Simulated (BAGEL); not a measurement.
**A workflow on GaGeH5 (SMILES [GaH2][GeH3])**

We compute a single-point energy (HF/def2-SVP), then a single-point energy (NEVPT2(2,2)/def2-SVP), then a single-point energy (CASPT2(2,2)/def2-SVP) of GaGeH5. 

The results are computed with BAGEL 1.2.2.

1 further run of the same task is left out (set aside as unsound or not needed).

## (1) The molecule

GaGeH5 has 7 atoms, charge 0, and is taken as a singlet. As SMILES, `[GaH2][GeH3]`. The Ge2–H6 distance was set to 2.083 Å, away from the relaxed value.

Bond lengths: Ga1–Ge2 2.444 Å, Ga1–H3 1.572 Å, Ga1–H4 1.572 Å, Ge2–H5 1.540 Å, Ge2–H7 1.540 Å. Angles: Ga1–Ge2–H5 113.0°, Ga1–Ge2–H7 112.6°, Ge2–Ga1–H3 120.3°, Ge2–Ga1–H4 120.7°, H5–Ge2–H7 107.8°, H3–Ga1–H4 119.0°. A long bond or contact: Ge2–H6 2.083 Å.

## (2) The energy at HF/def2-SVP (density fitting with svp-jkfit) (run 1)

The input, calc.json:

```json
{ "bagel" : [

{
  "title" : "molecule",
  "basis" : "svp",
  "df_basis" : "svp-jkfit",
  "angstrom" : true,
  "geometry" : [
    { "atom" : "Ga", "xyz" : [      -0.183139,      -1.636759,      -0.314365 ] },
    { "atom" : "Ge", "xyz" : [       0.461161,       0.710741,      -0.533165 ] },
    { "atom" : "H", "xyz" : [       0.713261,      -2.631459,       0.509235 ] },
    { "atom" : "H", "xyz" : [      -1.509639,      -2.168859,      -0.968565 ] },
    { "atom" : "H", "xyz" : [      -0.124139,       1.380141,      -1.790365 ] },
    { "atom" : "H", "xyz" : [      -0.246100,       1.779800,       1.109100 ] },
    { "atom" : "H", "xyz" : [       1.988861,       0.903441,      -0.566365 ] }
  ]
},

{
  "title" : "hf"
},

{
  "title" : "print",
  "file" : "orbitals.molden",
  "orbitals" : true
}

]}
```

The run is started by

```sh
$ BAGEL_NUM_THREADS=1 BAGEL calc.json > calc.out
```

The log of the run:

```text
* using 1 threads per process

  ===============================================================
  ===============================================================

  *** Geometry ***

  { "atom" : "Ga", "xyz" : [     -0.346083,     -3.093026,     -0.594064 ] },
  { "atom" : "Ge", "xyz" : [      0.871468,      1.343106,     -1.007536 ] },
  { "atom" : "H", "xyz" : [      1.347868,     -4.972737,      0.962315 ] },
  { "atom" : "H", "xyz" : [     -2.852804,     -4.098550,     -1.830323 ] },
  { "atom" : "H", "xyz" : [     -0.234589,      2.608089,     -3.383300 ] },
  { "atom" : "H", "xyz" : [     -0.465062,      3.363335,      2.095895 ] },
  { "atom" : "H", "xyz" : [      3.758403,      1.707256,     -1.070275 ] },

  Number of auxiliary basis functions:      622

  Since a DF basis is specified, we compute 2- and 3-index integrals:
    o Being stored without compression. Storage requirement is 0.039 GB

  Number of basis functions:       89
  Number of electrons      :       68

    * METHOD: MOLECULE                             0.42

  *** RHF ***

  === Nuclear Repulsion ===
   291.1152221970

      * DIIS with orbital gradients will be used.

  === RHF iteration (svp) ===
      0      -4000.90943127          0.00539875           0.15
      1      -4000.94103593          0.00191817           0.15
      2      -4000.94394976          0.00101262           0.15
      3      -4000.94449517          0.00010497           0.14
      4      -4000.94450683          0.00002738           0.15
      5      -4000.94450803          0.00001046           0.15
      6      -4000.94450814          0.00000454           0.14
      7      -4000.94450816          0.00000128           0.14
      8      -4000.94450816          0.00000037           0.14
      9      -4000.94450816          0.00000020           0.15
     10      -4000.94450816          0.00000006           0.15
     11      -4000.94450816          0.00000001           0.14
     12      -4000.94450816          0.00000000           0.14
    * SCF iteration converged.

    * Permanent dipole moment:
           (   -0.101144,     0.472259,     0.362817) a.u.

    * METHOD: HF                                   2.25

    * METHOD: PRINT                                0.02

  ===============================================================
```

It took 2.9 s on 1 thread of Arm Neoverse V1, shared host; peak memory 0.17 GiB.

## (3) The energy at NEVPT2(2,2)/def2-SVP (density fitting with svp-jkfit) (run 2)

The input, input.json:

```json
{ "bagel": [

{
  "title": "molecule",
  "basis": "svp",
  "df_basis": "svp-jkfit",
  "angstrom": true,
  "geometry": [
    { "atom": "Ga", "xyz": [   -0.183139,   -1.636759,   -0.314365 ] },
    { "atom": "Ge", "xyz": [    0.461161,    0.710741,   -0.533165 ] },
    { "atom": "H", "xyz": [    0.713261,   -2.631459,    0.509235 ] },
    { "atom": "H", "xyz": [   -1.509639,   -2.168859,   -0.968565 ] },
    { "atom": "H", "xyz": [   -0.124139,    1.380141,   -1.790365 ] },
    { "atom": "H", "xyz": [   -0.246100,    1.779800,    1.109100 ] },
    { "atom": "H", "xyz": [    1.988861,    0.903441,   -0.566365 ] }
  ]
},
{ "title": "hf" },
{ "title": "nevpt2", "nstate": 1, "nact": 2, "nclosed": 33, "active": [33, 36], "maxiter": 200, "natocc": true, "ncore": 18 },
{ "title": "print", "file": "orbitals.molden", "orbitals": true }

]}
```

The run is started by

```sh
$ BAGEL_NUM_THREADS=1 BAGEL input.json > input.out
```

The log of the run:

```text
* using 1 threads per process

  ===============================================================
  ===============================================================

  *** Geometry ***

  { "atom" : "Ga", "xyz" : [     -0.346083,     -3.093026,     -0.594064 ] },
  { "atom" : "Ge", "xyz" : [      0.871468,      1.343106,     -1.007536 ] },
  { "atom" : "H", "xyz" : [      1.347868,     -4.972737,      0.962315 ] },
  { "atom" : "H", "xyz" : [     -2.852804,     -4.098550,     -1.830323 ] },
  { "atom" : "H", "xyz" : [     -0.234589,      2.608089,     -3.383300 ] },
  { "atom" : "H", "xyz" : [     -0.465062,      3.363335,      2.095895 ] },
  { "atom" : "H", "xyz" : [      3.758403,      1.707256,     -1.070275 ] },

  Number of auxiliary basis functions:      622

  Since a DF basis is specified, we compute 2- and 3-index integrals:
    o Being stored without compression. Storage requirement is 0.039 GB

  Number of basis functions:       89
  Number of electrons      :       68

    * METHOD: MOLECULE                             0.43

  *** RHF ***

  === Nuclear Repulsion ===
   291.1152221970

      * DIIS with orbital gradients will be used.

  === RHF iteration (svp) ===
      0      -4000.90943127          0.00539875           0.15
      1      -4000.94103593          0.00191817           0.14
      2      -4000.94394976          0.00101262           0.14
      3      -4000.94449517          0.00010497           0.14
      4      -4000.94450683          0.00002738           0.14
      5      -4000.94450803          0.00001046           0.14
      6      -4000.94450814          0.00000454           0.14
      7      -4000.94450816          0.00000128           0.15
      8      -4000.94450816          0.00000037           0.15
      9      -4000.94450816          0.00000020           0.14
     10      -4000.94450816          0.00000006           0.14
     11      -4000.94450816          0.00000001           0.15
     12      -4000.94450816          0.00000000           0.14
    * SCF iteration converged.

    * Permanent dipole moment:
           (   -0.101144,     0.472259,     0.362817) a.u.

    * METHOD: HF                                   2.23

    * freezing 18 orbitals
  ---------------------------
      CASSCF calculation
  ---------------------------

    ==== Active orbitals : =====
         Orbital 33
         Orbital 36
    ============================

    * nstate   :      1
    * nclosed  :     33
    * nact     :      2
    * nvirt    :     54
  === CASSCF iteration (svp) ===

    * Using the second-order algorithm

      0  0     -4000.94643873     2.97e-04      0.04

      1  0     -4000.96667837     1.34e-03      0.65

      2  0     -4000.97022477     3.22e-04      0.73

      3  0     -4000.97042170     1.23e-04      0.74

      4  0     -4000.97043340     3.81e-05      0.68

      5  0     -4000.97043433     1.13e-05      0.73

      6  0     -4000.97043441     3.26e-06      0.72

      7  0     -4000.97043441     9.38e-07      0.74

      8  0     -4000.97043441     2.69e-07      0.73

      9  0     -4000.97043441     7.72e-08      0.72

     10  0     -4000.97043441     2.21e-08      0.64

     11  0     -4000.97043441     6.34e-09      0.64

    * Second-order optimization converged. *

     guess   0:   closed 1.                   open ..

  === FCI iteration ===

      0  0     -4000.94351706     6.67e-02      0.00
      1  0     -4000.97043440     4.03e-05      0.00
      2  0 *   -4000.97043441     1.78e-16      0.00

     * ci vector, state   0, <S^2> = 0.0000
       2.     0.9802540189
       .2    -0.1977424042

  === DF-NEVPT2 calculation ===

    * 3-index integral transformation done
    * assembly done

      NEVPT2 correlation energy:   -0.4374004794      0.20

          (+0)     -0.4053033689
          (+0)'    -0.0051944573
          (+1)     -0.0055824382
          (+1)'    -0.0000000000
          (+2)     -0.0003144440
          (-1)     -0.0156456031
          (-1)'     0.0000000000
          (-2)     -0.0053601679

      NEVPT2 total energy:       -4001.4078348922

    * METHOD: NEVPT2                               8.53

    * METHOD: PRINT                                0.02

  ===============================================================
```

Wall time 11 s (1 thread of Arm Neoverse V1, shared host); peak memory 0.17 GiB.

## (4) The energy at CASPT2(2,2)/def2-SVP (density fitting with svp-jkfit) (run 3)

The input, job.json:

```json
{ "bagel" : [

{
  "title" : "molecule",
  "basis" : "svp",
  "df_basis" : "svp-jkfit",
  "angstrom" : "true",
  "geometry" : [
    { "atom" : "Ga", "xyz" : [   -0.183139,   -1.636759,   -0.314365 ] },
    { "atom" : "Ge", "xyz" : [    0.461161,    0.710741,   -0.533165 ] },
    { "atom" : "H", "xyz" : [    0.713261,   -2.631459,    0.509235 ] },
    { "atom" : "H", "xyz" : [   -1.509639,   -2.168859,   -0.968565 ] },
    { "atom" : "H", "xyz" : [   -0.124139,    1.380141,   -1.790365 ] },
    { "atom" : "H", "xyz" : [   -0.246100,    1.779800,    1.109100 ] },
    { "atom" : "H", "xyz" : [    1.988861,    0.903441,   -0.566365 ] }
  ]
},
{
  "title" : "hf"
},
{
  "title" : "casscf",
  "nstate" : 1,
  "nact" : 2,
  "nclosed" : 33,
  "nspin" : 0,
  "active" : [33, 36],
  "maxiter" : 200,
  "natocc" : "true"
},
{
  "title" : "print",
  "file" : "orbitals.molden",
  "orbitals" : "true"
},
{
  "title" : "smith",
  "method" : "caspt2",
  "ms" : "true",
  "xms" : "true",
  "sssr" : "true",
  "shift" : 0.2,
  "shift_imag" : "true",
  "ncore" : 18
}

]}
```

The run is started by

```sh
$ BAGEL_NUM_THREADS=1 BAGEL job.json > job.out
```

The log of the run:

```text
* using 1 threads per process

  ===============================================================
  ===============================================================

  *** Geometry ***

  { "atom" : "Ga", "xyz" : [     -0.346083,     -3.093026,     -0.594064 ] },
  { "atom" : "Ge", "xyz" : [      0.871468,      1.343106,     -1.007536 ] },
  { "atom" : "H", "xyz" : [      1.347868,     -4.972737,      0.962315 ] },
  { "atom" : "H", "xyz" : [     -2.852804,     -4.098550,     -1.830323 ] },
  { "atom" : "H", "xyz" : [     -0.234589,      2.608089,     -3.383300 ] },
  { "atom" : "H", "xyz" : [     -0.465062,      3.363335,      2.095895 ] },
  { "atom" : "H", "xyz" : [      3.758403,      1.707256,     -1.070275 ] },

  Number of auxiliary basis functions:      622

  Since a DF basis is specified, we compute 2- and 3-index integrals:
    o Being stored without compression. Storage requirement is 0.039 GB

  Number of basis functions:       89
  Number of electrons      :       68

    * METHOD: MOLECULE                             0.42

  *** RHF ***

  === Nuclear Repulsion ===
   291.1152221970

      * DIIS with orbital gradients will be used.

  === RHF iteration (svp) ===
      0      -4000.90943127          0.00539875           0.15
      1      -4000.94103593          0.00191817           0.14
      2      -4000.94394976          0.00101262           0.14
      3      -4000.94449517          0.00010497           0.14
      4      -4000.94450683          0.00002738           0.14
      5      -4000.94450803          0.00001046           0.14
      6      -4000.94450814          0.00000454           0.14
      7      -4000.94450816          0.00000128           0.14
      8      -4000.94450816          0.00000037           0.14
      9      -4000.94450816          0.00000020           0.14
     10      -4000.94450816          0.00000006           0.14
     11      -4000.94450816          0.00000001           0.14
     12      -4000.94450816          0.00000000           0.14
    * SCF iteration converged.

    * Permanent dipole moment:
           (   -0.101144,     0.472259,     0.362817) a.u.

    * METHOD: HF                                   2.16

  ---------------------------
      CASSCF calculation
  ---------------------------

    ==== Active orbitals : =====
         Orbital 33
         Orbital 36
    ============================

    * nstate   :      1
    * nclosed  :     33
    * nact     :      2
    * nvirt    :     54
  === CASSCF iteration (svp) ===

    * Using the second-order algorithm

      0  0     -4000.94643873     2.97e-04      0.03

      1  0     -4000.96667837     1.34e-03      0.61

      2  0     -4000.97022477     3.22e-04      0.70

      3  0     -4000.97042170     1.23e-04      0.72

      4  0     -4000.97043340     3.81e-05      0.65

      5  0     -4000.97043433     1.13e-05      0.71

      6  0     -4000.97043441     3.26e-06      0.69

      7  0     -4000.97043441     9.38e-07      0.71

      8  0     -4000.97043441     2.69e-07      0.69

      9  0     -4000.97043441     7.72e-08      0.67

     10  0     -4000.97043441     2.21e-08      0.62

     11  0     -4000.97043441     6.34e-09      0.61

    * Second-order optimization converged. *

     guess   0:   closed 1.                   open ..

  === FCI iteration ===

      0  0     -4000.94351706     6.67e-02      0.00
      1  0     -4000.97043440     4.03e-05      0.00
      2  0 *   -4000.97043441     1.78e-16      0.00

     * ci vector, state   0, <S^2> = 0.0000
       2.     0.9802540189
       .2    -0.1977424042

    * METHOD: CASSCF                               7.72

    * METHOD: PRINT                                0.02

  === SMITH program ===

    * freezing 18 orbitals

    * Approximate memory requirement for SMITH calulation per MPI process:
      o Storage requirement for T-amplitude, lambda, and residual is 0.03 GB
      o Storage requirement for MO integrals is 0.01 GB
    * Calculating and saving rdm4f

    * Zeroth order energy : state  0       -0.7276477782

    * CASPT2 iteration is performed using orthogonal basis

      -------------------------------------------  CASPT2 iteration  ---------------------------------------------------
       #      aibj      arbs      arbi      airj      risj      airs      arst      rist         Etot      error   time
      ------------------------------------------------------------------------------------------------------------------

       0  -0.40417  -0.00647  -0.01598  -0.00597  -0.00046  -0.00458  -0.00000  -0.00000   -0.4376283  0.0007664   0.10
       1  -0.40426  -0.00650  -0.01603  -0.00609  -0.00049  -0.00470   0.00000  -0.00000   -0.4380685  0.0001593   0.09
       2  -0.40427  -0.00650  -0.01603  -0.00609  -0.00049  -0.00471  -0.00000  -0.00000   -0.4380870  0.0000357   0.09
       3  -0.40427  -0.00650  -0.01603  -0.00609  -0.00049  -0.00471  -0.00000  -0.00000   -0.4380878  0.0000075   0.09
       4  -0.40427  -0.00650  -0.01603  -0.00609  -0.00049  -0.00471   0.00000  -0.00000   -0.4380879  0.0000014   0.09
       5  -0.40427  -0.00650  -0.01603  -0.00609  -0.00049  -0.00471  -0.00000  -0.00000   -0.4380879  0.0000003   0.10

      ------------------------------------------------------------------------------------------------------------------

    * CASPT2 energy : state  0    -4001.4105312780
        w/o shift correction      -4001.4085222884
        reference weight              0.8922194486

    * METHOD: SMITH                                0.92

  ===============================================================
```

Wall time 11 s (1 thread of Arm Neoverse V1, shared host); peak memory 0.24 GiB.

## (5) Summary of results

| quantity | value |
| --- | --- |
| run 1, HF/def2-SVP: total energy | -4000.94451 Eh |
| run 1, HF/def2-SVP: dipole moment | 1.54 D |
| run 1, HF/def2-SVP: HOMO energy | -9.96 eV |
| run 1, HF/def2-SVP: LUMO energy | 0.37 eV |
| run 1, HF/def2-SVP: HOMO–LUMO gap | 10.33 eV |
| run 2, NEVPT2(2,2)/def2-SVP: total energy | -4001.40783 Eh |
| run 3, CASPT2(2,2)/def2-SVP: total energy | -4001.41053 Eh |
